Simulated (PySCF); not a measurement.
# Cu⁻, Cu: electron affinity and excitation energies in aug-cc-pVDZ-PP with ECP10, part 1 of 3

Aim: the electron affinity and excitation energy of copper from differences of total energies, at each level of theory, and how far each lands from the tabulated value where there is one.

The numbers are computed with PySCF 2.14.0 (unrestricted determinants in a Gaussian basis, no spin-orbit coupling in the energies), except any that are marked as measured or tabulated.

## 1. Starting point

```
Element                                   : copper (Z = 29)
Basis                                     : aug-cc-pVDZ-PP with ECP10MDF (5s5p4d2f, 54 functions)
Hamiltonian                               : a scalar-relativistic core potential
State 1                                   : Cu⁻: [Ar] 3d10 4s2, closed-shell 1S
State 2                                   : Cu: [Ar] 3d9 4s1 5s1, high-spin 4D determinant (an excited configuration)
State 3                                   : Cu: [Ar] 3d10 4p1, 2P determinant (an excited configuration)
Needed too, but not shown                 : Cu [Ar] 3d10 4s1 (2S)
Methods                                   : UHF, LDA, PBE, PBE0, r2SCAN, BLYP, wB97M-V, revPBE, LC-wPBE, MP2
Core shells frozen in the correlated runs : valence: 3s2 3p6 (for Cu⁻)
```

The outer shells:

Cu- [Ar] 3d10 4s2
```
[Ar] core
3d [↑↓][↑↓][↑↓][↑↓][↑↓]
4s [↑↓]
```

Cu [Ar] 3d9 4s1 5s1
```
[Ar] core
3d [↑↓][↑↓][↑↓][↑↓][↑ ]
4s [↑ ]
5s [↑ ]
```

Cu [Ar] 3d10 4p1
```
[Ar] core
3d [↑↓][↑↓][↑↓][↑↓][↑↓]
4p [↑ ][  ][  ]
```

The runs were made by one driver on top of PySCF. The scripts below sum up each run's settings (the driver also hands on starting orbitals that pick excited configurations, and frozen orbitals as a list rather than a count), and the logs come from the driver's own runs. The driver starts from symmetry-adapted Hartree-Fock orbitals, holds the occupation by maximum overlap and uses a logarithmic radial grid for functionals, so a plain start would take other cycles.

The integrals over 54 functions and the set-up took 0.54 s of CPU time.

## 2. Cu⁻

UHF:

Input file input.py:

```python
from pyscf import gto, scf, dft, mp, cc
import basis_set_exchange as bse
txt = bse.get_basis("aug-cc-pVDZ-PP", elements=["Cu"], fmt="nwchem", header=False)
cut = txt.index("\nECP")
mol = gto.M(atom="Cu 0 0 0", charge=-1, spin=0, symmetry="D2h",
            basis=gto.basis.parse(txt[:cut]),
            ecp={"Cu": gto.basis.parse_ecp(txt[cut:])})
mf = scf.UHF(mol)
mf.irrep_nelec = {'Ag': (4, 4), 'B1g': (1, 1), 'B2g': (1, 1), 'B3g': (1, 1), 'B1u': (1, 1), 'B2u': (1, 1), 'B3u': (1, 1)}
mf.kernel()
```

Output:

```text
damping factor = 0
level_shift factor = 0
DIIS = <class 'pyscf.scf.diis.CDIIS'>
diis_start_cycle = 1
diis_space = 10
diis_damp = 0
SCF conv_tol = 1e-09
SCF conv_tol_grad = None
number electrons alpha = 10  beta = 10
cycle= 1 E= -196.164954464869  delta_E= 1.99e-12  |g|= 7.32e-06  |ddm|= 1.26e-05
converged SCF energy = -196.164954464869  <S^2> = -1.9539925e-14  2S+1 = 1
```

CPU time 0.47 s on a shared host, the integrals not counted.

Orbital energies by shell (radii are means over both spins):

| shell | electrons | mean orbital energy (eV) | spread (eV) | rms radius (bohr) |
| --- | --- | --- | --- | --- |
| 3s | 2 | -136.48 | 0 | 0.767 |
| 3p | 6 | -87.549 | 0 | 0.818 |
| 3d | 10 | -7.423 | 0 | 1.17 |
| 4s | 2 | -0.543 | 0 | 5.00 |

⟨S²⟩ = 0.000, ⟨L²⟩ = 0.00.

Energies and moments cover only the electrons outside the core potential.

LDA:

input.py differs from the last one in:

```diff
@@ -7,3 +7,3 @@
             ecp={"Cu": gto.basis.parse_ecp(txt[cut:])})
-mf = scf.UHF(mol)
+mf = dft.UKS(mol, xc="LDA,VWN")
 mf.irrep_nelec = {'Ag': (4, 4), 'B1g': (1, 1), 'B2g': (1, 1), 'B3g': (1, 1), 'B1u': (1, 1), 'B2u': (1, 1), 'B3u': (1, 1)}
```

Output:

```text
damping factor = 0
level_shift factor = 0
DIIS = <class 'pyscf.scf.diis.CDIIS'>
diis_start_cycle = 1
diis_space = 10
diis_damp = 0
SCF conv_tol = 1e-09
SCF conv_tol_grad = None
number electrons alpha = 10  beta = 10
XC functionals = LDA,VWN
    P. A. M. Dirac.,  Math. Proc. Cambridge Philos. Soc. 26, 376 (1930)
    F. Bloch.,  Z. Phys. 57, 545 (1929)
    S. H. Vosko, L. Wilk, and M. Nusair.,  Can. J. Phys. 58, 1200 (1980)
cycle= 1 E= -196.80188722444  delta_E= 0.144  |g|= 1.06  |ddm|= 1.06
cycle= 2 E= -195.647810107618  delta_E= 1.15  |g|= 2.85  |ddm|= 2.76
cycle= 3 E= -196.978890803774  delta_E= -1.33  |g|= 0.275  |ddm|= 2.28
cycle= 4 E= -196.992971807733  delta_E= -0.0141  |g|= 0.111  |ddm|= 0.304
cycle= 5 E= -196.996443060876  delta_E= -0.00347  |g|= 0.00917  |ddm|= 0.165
cycle= 6 E= -196.996513144913  delta_E= -7.01e-05  |g|= 6.29e-05  |ddm|= 0.0328
cycle= 7 E= -196.996513159257  delta_E= -1.43e-08  |g|= 4e-05  |ddm|= 0.00081
cycle= 8 E= -196.996513159549  delta_E= -2.92e-10  |g|= 1.44e-06  |ddm|= 5.29e-05
converged SCF energy = -196.996513159549  <S^2> = -1.7763568e-14  2S+1 = 1
```

CPU time 0.83 s on a shared host, the integrals not counted.

Energies and moments cover only the electrons outside the core potential. At LDA the highest occupied level has a positive energy, so only the finite basis holds that electron; in a density functional this comes from self-interaction and does not mean that the real anion is unbound.

PBE:

input.py differs from the last one in:

```diff
@@ -7,3 +7,3 @@
             ecp={"Cu": gto.basis.parse_ecp(txt[cut:])})
-mf = dft.UKS(mol, xc="LDA,VWN")
+mf = dft.UKS(mol, xc="PBE")
 mf.irrep_nelec = {'Ag': (4, 4), 'B1g': (1, 1), 'B2g': (1, 1), 'B3g': (1, 1), 'B1u': (1, 1), 'B2u': (1, 1), 'B3u': (1, 1)}
```

Output:

```text
damping factor = 0
level_shift factor = 0
DIIS = <class 'pyscf.scf.diis.CDIIS'>
diis_start_cycle = 1
diis_space = 10
diis_damp = 0
SCF conv_tol = 1e-09
SCF conv_tol_grad = None
number electrons alpha = 10  beta = 10
XC functionals = PBE
    J. P. Perdew, K. Burke, and M. Ernzerhof.,  Phys. Rev. Lett. 77, 3865 (1996)
    J. P. Perdew, K. Burke, and M. Ernzerhof.,  Phys. Rev. Lett. 78, 1396 (1997)
    J. P. Perdew, K. Burke, and M. Ernzerhof.,  Phys. Rev. Lett. 77, 3865 (1996)
    J. P. Perdew, K. Burke, and M. Ernzerhof.,  Phys. Rev. Lett. 78, 1396 (1997)
cycle= 1 E= -197.239811137119  delta_E= 0.0588  |g|= 0.759  |ddm|= 0.845
cycle= 2 E= -196.505894628257  delta_E= 0.734  |g|= 2.22  |ddm|= 2.03
cycle= 3 E= -197.335137423527  delta_E= -0.829  |g|= 0.185  |ddm|= 1.67
cycle= 4 E= -197.341869593116  delta_E= -0.00673  |g|= 0.0632  |ddm|= 0.204
cycle= 5 E= -197.343069289192  delta_E= -0.0012  |g|= 0.00411  |ddm|= 0.105
cycle= 6 E= -197.343087232439  delta_E= -1.79e-05  |g|= 0.00012  |ddm|= 0.0182
cycle= 7 E= -197.343087237502  delta_E= -5.06e-09  |g|= 1.39e-06  |ddm|= 0.000336
cycle= 8 E= -197.343087237502  delta_E= -4.26e-13  |g|= 1.82e-07  |ddm|= 1.71e-06
converged SCF energy = -197.343087237502  <S^2> = -1.7763568e-14  2S+1 = 1
```

It used 1.6 s of CPU time after the integrals (shared host).

Energies and moments cover only the electrons outside the core potential. At PBE the highest occupied level has a positive energy, so only the finite basis holds that electron; in a density functional this comes from self-interaction and does not mean that the real anion is unbound.

PBE0:

input.py differs from the last one in:

```diff
@@ -7,3 +7,3 @@
             ecp={"Cu": gto.basis.parse_ecp(txt[cut:])})
-mf = dft.UKS(mol, xc="PBE")
+mf = dft.UKS(mol, xc="PBE0")
 mf.irrep_nelec = {'Ag': (4, 4), 'B1g': (1, 1), 'B2g': (1, 1), 'B3g': (1, 1), 'B1u': (1, 1), 'B2u': (1, 1), 'B3u': (1, 1)}
```

Output:

```text
damping factor = 0
level_shift factor = 0
DIIS = <class 'pyscf.scf.diis.CDIIS'>
diis_start_cycle = 1
diis_space = 10
diis_damp = 0
SCF conv_tol = 1e-09
SCF conv_tol_grad = None
number electrons alpha = 10  beta = 10
XC functionals = PBE0
    C. Adamo and V. Barone.,  J. Chem. Phys. 110, 6158 (1999)
    M. Ernzerhof and G. E. Scuseria.,  J. Chem. Phys. 110, 5029 (1999)
cycle= 1 E= -197.250268564493  delta_E= -0.0101  |g|= 0.287  |ddm|= 0.494
cycle= 2 E= -197.170082554587  delta_E= 0.0802  |g|= 0.755  |ddm|= 0.763
cycle= 3 E= -197.263875088319  delta_E= -0.0938  |g|= 0.00415  |ddm|= 0.564
cycle= 4 E= -197.263875068776  delta_E= 1.95e-08  |g|= 0.00857  |ddm|= 0.0162
cycle= 5 E= -197.263890254032  delta_E= -1.52e-05  |g|= 0.000102  |ddm|= 0.00692
cycle= 6 E= -197.263890256099  delta_E= -2.07e-09  |g|= 1.1e-05  |ddm|= 0.000194
cycle= 7 E= -197.263890256118  delta_E= -1.86e-11  |g|= 2.42e-07  |ddm|= 1.42e-05
converged SCF energy = -197.263890256118  <S^2> = -1.5987212e-14  2S+1 = 1
```

It used 1.5 s of CPU time after the integrals (shared host).

Energies and moments cover only the electrons outside the core potential. At PBE0 the highest occupied level has a positive energy, so only the finite basis holds that electron; in a density functional this comes from self-interaction and does not mean that the real anion is unbound.

r2SCAN:

input.py differs from the last one in:

```diff
@@ -7,3 +7,3 @@
             ecp={"Cu": gto.basis.parse_ecp(txt[cut:])})
-mf = dft.UKS(mol, xc="PBE0")
+mf = dft.UKS(mol, xc="R2SCAN")
 mf.irrep_nelec = {'Ag': (4, 4), 'B1g': (1, 1), 'B2g': (1, 1), 'B3g': (1, 1), 'B1u': (1, 1), 'B2u': (1, 1), 'B3u': (1, 1)}
```

Output:

```text
damping factor = 0
level_shift factor = 0
DIIS = <class 'pyscf.scf.diis.CDIIS'>
diis_start_cycle = 1
diis_space = 10
diis_damp = 0
SCF conv_tol = 1e-09
SCF conv_tol_grad = None
number electrons alpha = 10  beta = 10
XC functionals = R2SCAN
    J. W. Furness, A. D. Kaplan, J. Ning, J. P. Perdew, and J. Sun.,  J. Phys. Chem. Lett. 11, 8208-8215 (2020)
    J. W. Furness, A. D. Kaplan, J. Ning, J. P. Perdew, and J. Sun.,  J. Phys. Chem. Lett. 11, 9248-9248 (2020)
    J. W. Furness, A. D. Kaplan, J. Ning, J. P. Perdew, and J. Sun.,  J. Phys. Chem. Lett. 11, 8208-8215 (2020)
    J. W. Furness, A. D. Kaplan, J. Ning, J. P. Perdew, and J. Sun.,  J. Phys. Chem. Lett. 11, 9248-9248 (2020)
cycle= 1 E= -197.161357805712  delta_E= 0.0291  |g|= 0.602  |ddm|= 0.708
cycle= 2 E= -196.713294881936  delta_E= 0.448  |g|= 1.72  |ddm|= 1.64
cycle= 3 E= -197.223122535865  delta_E= -0.51  |g|= 0.0888  |ddm|= 1.27
cycle= 4 E= -197.224764934801  delta_E= -0.00164  |g|= 0.0422  |ddm|= 0.117
cycle= 5 E= -197.225233020673  delta_E= -0.000468  |g|= 0.0017  |ddm|= 0.0337
cycle= 6 E= -197.225233655085  delta_E= -6.34e-07  |g|= 7.12e-05  |ddm|= 0.00256
cycle= 7 E= -197.225233660234  delta_E= -5.15e-09  |g|= 1.45e-05  |ddm|= 0.000251
cycle= 8 E= -197.225233660293  delta_E= -5.93e-11  |g|= 5.33e-08  |ddm|= 3.14e-05
converged SCF energy = -197.225233660293  <S^2> = -1.4210855e-14  2S+1 = 1
```

It used 2.9 s of CPU time after the integrals (shared host).

Energies and moments cover only the electrons outside the core potential. At r2SCAN the highest occupied level has a positive energy, so only the finite basis holds that electron; in a density functional this comes from self-interaction and does not mean that the real anion is unbound.

BLYP:

input.py differs from the last one in:

```diff
@@ -7,3 +7,3 @@
             ecp={"Cu": gto.basis.parse_ecp(txt[cut:])})
-mf = dft.UKS(mol, xc="R2SCAN")
+mf = dft.UKS(mol, xc="BLYP")
 mf.irrep_nelec = {'Ag': (4, 4), 'B1g': (1, 1), 'B2g': (1, 1), 'B3g': (1, 1), 'B1u': (1, 1), 'B2u': (1, 1), 'B3u': (1, 1)}
```

Output:

```text
damping factor = 0
level_shift factor = 0
DIIS = <class 'pyscf.scf.diis.CDIIS'>
diis_start_cycle = 1
diis_space = 10
diis_damp = 0
SCF conv_tol = 1e-09
SCF conv_tol_grad = None
number electrons alpha = 10  beta = 10
XC functionals = BLYP
    A. D. Becke.,  Phys. Rev. A 38, 3098 (1988)
    C. Lee, W. Yang, and R. G. Parr.,  Phys. Rev. B 37, 785 (1988)
    B. Miehlich, A. Savin, H. Stoll, and H. Preuss.,  Chem. Phys. Lett. 157, 200 (1989)
cycle= 1 E= -197.200348183972  delta_E= 0.0728  |g|= 0.822  |ddm|= 0.911
cycle= 2 E= -196.371717947121  delta_E= 0.829  |g|= 2.37  |ddm|= 2.17
cycle= 3 E= -197.311769069965  delta_E= -0.94  |g|= 0.211  |ddm|= 1.83
cycle= 4 E= -197.320378856889  delta_E= -0.00861  |g|= 0.0599  |ddm|= 0.174
cycle= 5 E= -197.321417092203  delta_E= -0.00104  |g|= 0.00526  |ddm|= 0.107
cycle= 6 E= -197.321453385369  delta_E= -3.63e-05  |g|= 0.00028  |ddm|= 0.027
cycle= 7 E= -197.321453403201  delta_E= -1.78e-08  |g|= 2.54e-06  |ddm|= 0.000576
cycle= 8 E= -197.321453403215  delta_E= -1.33e-11  |g|= 2.53e-07  |ddm|= 1.8e-05
converged SCF energy = -197.321453403215  <S^2> = -1.2434498e-14  2S+1 = 1
```

It used 1.6 s of CPU time after the integrals (shared host).

Energies and moments cover only the electrons outside the core potential. At BLYP the highest occupied level has a positive energy, so only the finite basis holds that electron; in a density functional this comes from self-interaction and does not mean that the real anion is unbound.

wB97M-V:

input.py differs from the last one in:

```diff
@@ -7,3 +7,3 @@
             ecp={"Cu": gto.basis.parse_ecp(txt[cut:])})
-mf = dft.UKS(mol, xc="BLYP")
+mf = dft.UKS(mol, xc="WB97M_V")
 mf.irrep_nelec = {'Ag': (4, 4), 'B1g': (1, 1), 'B2g': (1, 1), 'B3g': (1, 1), 'B1u': (1, 1), 'B2u': (1, 1), 'B3u': (1, 1)}
```

Output:

```text
damping factor = 0
level_shift factor = 0
DIIS = <class 'pyscf.scf.diis.CDIIS'>
diis_start_cycle = 1
diis_space = 10
diis_damp = 0
SCF conv_tol = 1e-09
SCF conv_tol_grad = None
number electrons alpha = 10  beta = 10
XC functionals = WB97M_V
    N. Mardirossian and M. Head-Gordon.,  J. Chem. Phys. 144, 214110 (2016)
NLC functional = WB97M_V
cycle= 1 E= -197.145779252473  delta_E= -0.013  |g|= 0.243  |ddm|= 0.384
cycle= 2 E= -197.11917552226  delta_E= 0.0266  |g|= 0.494  |ddm|= 0.633
cycle= 3 E= -197.1566105305  delta_E= -0.0374  |g|= 0.0152  |ddm|= 0.414
cycle= 4 E= -197.156874385239  delta_E= -0.000264  |g|= 0.0153  |ddm|= 0.0645
cycle= 5 E= -197.156963660722  delta_E= -8.93e-05  |g|= 0.000503  |ddm|= 0.0486
cycle= 6 E= -197.156963955797  delta_E= -2.95e-07  |g|= 9.84e-05  |ddm|= 0.00366
cycle= 7 E= -197.156963958886  delta_E= -3.09e-09  |g|= 8.58e-06  |ddm|= 0.000186
cycle= 8 E= -197.156963958989  delta_E= -1.03e-10  |g|= 2.58e-07  |ddm|= 7.88e-05
converged SCF energy = -197.156963958989  <S^2> = -1.7763568e-14  2S+1 = 1
```

It used 4.3 s of CPU time after the integrals (shared host).

revPBE:

input.py differs from the last one in:

```diff
@@ -7,3 +7,3 @@
             ecp={"Cu": gto.basis.parse_ecp(txt[cut:])})
-mf = dft.UKS(mol, xc="WB97M_V")
+mf = dft.UKS(mol, xc="PBE_R,PBE")
 mf.irrep_nelec = {'Ag': (4, 4), 'B1g': (1, 1), 'B2g': (1, 1), 'B3g': (1, 1), 'B1u': (1, 1), 'B2u': (1, 1), 'B3u': (1, 1)}
```

Output:

```text
damping factor = 0
level_shift factor = 0
DIIS = <class 'pyscf.scf.diis.CDIIS'>
diis_start_cycle = 1
diis_space = 10
diis_damp = 0
SCF conv_tol = 1e-09
SCF conv_tol_grad = None
number electrons alpha = 10  beta = 10
XC functionals = PBE_R,PBE
    Y. Zhang and W. Yang.,  Phys. Rev. Lett. 80, 890 (1998)
    J. P. Perdew, K. Burke, and M. Ernzerhof.,  Phys. Rev. Lett. 77, 3865 (1996)
    J. P. Perdew, K. Burke, and M. Ernzerhof.,  Phys. Rev. Lett. 78, 1396 (1997)
cycle= 1 E= -197.300186124049  delta_E= 0.0474  |g|= 0.706  |ddm|= 0.801
cycle= 2 E= -196.637774614234  delta_E= 0.662  |g|=  2.1  |ddm|= 1.91
cycle= 3 E= -197.383536037248  delta_E= -0.746  |g|= 0.169  |ddm|= 1.56
cycle= 4 E= -197.389230833317  delta_E= -0.00569  |g|= 0.0585  |ddm|= 0.195
cycle= 5 E= -197.390261053335  delta_E= -0.00103  |g|= 0.00376  |ddm|= 0.0997
cycle= 6 E= -197.390276066538  delta_E= -1.5e-05  |g|= 0.000139  |ddm|= 0.0171
cycle= 7 E= -197.39027607103  delta_E= -4.49e-09  |g|= 2.89e-06  |ddm|= 0.00022
cycle= 8 E= -197.39027607104  delta_E= -9.89e-12  |g|= 3.5e-07  |ddm|= 1.67e-05
converged SCF energy = -197.39027607104  <S^2> = -1.7763568e-14  2S+1 = 1
```

CPU time 1.5 s on a shared host, the integrals not counted.

Energies and moments cover only the electrons outside the core potential. At revPBE the highest occupied level has a positive energy, so only the finite basis holds that electron; in a density functional this comes from self-interaction and does not mean that the real anion is unbound.

LC-wPBE:

input.py differs from the last one in:

```diff
@@ -7,3 +7,3 @@
             ecp={"Cu": gto.basis.parse_ecp(txt[cut:])})
-mf = dft.UKS(mol, xc="PBE_R,PBE")
+mf = dft.UKS(mol, xc="LC_WPBE")
 mf.irrep_nelec = {'Ag': (4, 4), 'B1g': (1, 1), 'B2g': (1, 1), 'B3g': (1, 1), 'B1u': (1, 1), 'B2u': (1, 1), 'B3u': (1, 1)}
```

Output:

```text
damping factor = 0
level_shift factor = 0
DIIS = <class 'pyscf.scf.diis.CDIIS'>
diis_start_cycle = 1
diis_space = 10
diis_damp = 0
SCF conv_tol = 1e-09
SCF conv_tol_grad = None
number electrons alpha = 10  beta = 10
XC functionals = LC_WPBE
    O. A. Vydrov and G. E. Scuseria.,  J. Chem. Phys. 125, 234109 (2006)
cycle= 1 E= -197.331507544362  delta_E= -0.0217  |g|= 0.217  |ddm|= 0.429
cycle= 2 E= -197.310653135273  delta_E= 0.0209  |g|= 0.451  |ddm|= 0.555
cycle= 3 E= -197.341193869839  delta_E= -0.0305  |g|= 0.0159  |ddm|= 0.375
cycle= 4 E= -197.341592022627  delta_E= -0.000398  |g|= 0.0183  |ddm|= 0.08
cycle= 5 E= -197.341718233222  delta_E= -0.000126  |g|= 0.000976  |ddm|= 0.054
cycle= 6 E= -197.341721529799  delta_E= -3.3e-06  |g|= 0.000261  |ddm|= 0.013
cycle= 7 E= -197.34172156529  delta_E= -3.55e-08  |g|= 1.75e-05  |ddm|= 0.00114
cycle= 8 E= -197.341721565666  delta_E= -3.76e-10  |g|= 3.42e-06  |ddm|= 0.000149
converged SCF energy = -197.341721565666  <S^2> = -1.5987212e-14  2S+1 = 1
```

It used 2.5 s of CPU time after the integrals (shared host).

## 3. Cu⁻, continued

MP2 (valence):

input.py: that of step 2 with these lines changed.

```diff
@@ -7,4 +7,5 @@
             ecp={"Cu": gto.basis.parse_ecp(txt[cut:])})
-mf = dft.UKS(mol, xc="LC_WPBE")
+mf = scf.UHF(mol)
 mf.irrep_nelec = {'Ag': (4, 4), 'B1g': (1, 1), 'B2g': (1, 1), 'B3g': (1, 1), 'B1u': (1, 1), 'B2u': (1, 1), 'B3u': (1, 1)}
 mf.kernel()
+mp.UMP2(mf, frozen=4).kernel()
```

This step left no log, only its results.

CPU time 0.17 s on a shared host, the integrals not counted.

With 12 electrons correlated, the MP2 correlation energy is -0.49414 hartree (-0.17792 same spin, -0.31622 opposite spin); the SCS form gives -0.43877. Largest pairs of shells: 3d-3d -0.4449, 3d-4s -0.0317, 4s-4s -0.0175.

Radial density 4πr²ρ of Cu⁻ at UHF, the electrons outside the core potential:

```csv
r (bohr),density
0.00676,1.47e-05
0.0114,4.14e-05
0.0191,0.000120
0.0322,0.000489
0.0541,0.00463
0.0911,0.0629
0.153,0.632
0.258,4.06
0.433,16.5
0.729,20.9
1.23,6.96
2.06,1.47
3.47,0.515
5.84,0.206
9.82,0.0365
16.5,0.000204
```

(Continued in part 2 of 3.)
